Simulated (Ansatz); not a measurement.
# C2H5BFN: the cost of one run

Program: the Python package of Ansatz 0.2.0. Level of theory: PBE0/def2-SVP. These are calculated values, not measurements.

**1. The system**

Bond lengths: B1–C2 1.516 Å, C2–C3 1.318 Å, C3–N4 1.500 Å, C3–F5 1.353 Å, B1–H6 1.236 Å, B1–H7 1.172 Å, C2–H8 1.062 Å, N4–H9 1.034 Å, N4–H10 0.974 Å. Angles: B1–C2–C3 122.4°, B1–C2–H8 119.4°, C3–C2–H8 118.1°, C2–B1–H6 122.0°, C2–B1–H7 122.1°, H6–B1–H7 115.6°, C2–C3–N4 122.4°, C2–C3–F5 122.5°, N4–C3–F5 115.0°, C3–N4–H9 114.4°, C3–N4–H10 120.3°, H9–N4–H10 125.2°.

The script holds or builds the structure itself.

**2. Script**

c2h5bfn.py reads:

```python
import ansatz as az
import numpy as np


def main() -> None:
    deck = {
        "crystal": {
            "periodic": [False, False, False],
            "atoms": [
                {"symbol": "B", "position_ang": [-1.6481, 0.2328, 0.928]},
                {"symbol": "C", "position_ang": [-0.5153, -0.3815, 0.1291]},
                {"symbol": "C", "position_ang": [0.5571, 0.3015, -0.2173]},
                {"symbol": "N", "position_ang": [1.7185, -0.3317, -0.9246]},
                {"symbol": "F", "position_ang": [0.7292, 1.6021, 0.1149]},
                {"symbol": "H", "position_ang": [-1.6548, 1.428, 1.2439]},
                {"symbol": "H", "position_ang": [-2.6216, -0.3653, 1.1901]},
                {"symbol": "H", "position_ang": [-0.5695, -1.4046, -0.1507]},
                {"symbol": "H", "position_ang": [1.5844, -1.3304, -1.1572]},
                {"symbol": "H", "position_ang": [2.5031, 0.198, -1.1532]},
            ],
        },
        "basis": {"gaussian": {"orbitals": "def2-SVP"}},
        "hamiltonian": {"xc": "pbe0"},
        "output": {"forces": True},
    }
    session = az.Session.from_dict(deck)
    report = session.plan(threads=1).execute().report

    print("reference energy %16.6f eV" % report["reference_energy_ev"])
    print("total energy     %16.6f eV" % report["free_energy_ev"])
    print("occupied orbitals outside the frozen core (up, down):", report["n_occupied"], " frozen:", report["n_frozen"], " virtual:", report["n_virtual"])
    symbols = ["B", "C", "C", "N", "F", "H", "H", "H", "H", "H"]
    state = report["mean_field"]["state"]
    print(f"mean field: {state['energy']['hartree']:.7f} Ha, <S^2> = {abs(state['spin_squared']):.4f}, stability: {state.get('stability', {}).get('kind')}")

    forces = np.array(report["forces_ev_ang"])
    print("largest force", round(float(np.linalg.norm(forces, axis=1).max()), 4), "eV/A, rms", round(float(np.sqrt((forces ** 2).mean())), 4))
    charges = report["charge_distribution"]
    dipole = np.array(charges["dipole_moment_e_ang"]) * 4.803205
    print("dipole (D): {:.3f} {:.3f} {:.3f}, length {:.3f}".format(*dipole, np.linalg.norm(dipole)))
    print("atom  Mulliken   Lowdin")
    for symbol, m, l in zip(symbols, charges["mulliken_charges_e"], charges["lowdin_charges_e"]):
        print(f"{symbol:4s} {m:9.3f} {l:8.3f}")


if __name__ == "__main__":
    main()
```

**3. The run**

The run is started by

```console
$ python c2h5bfn.py
```

What time and memory should one allow on 1 thread of Arm Neoverse V1, shared host?

About 4.1 s, with a peak of 0.23 GiB.
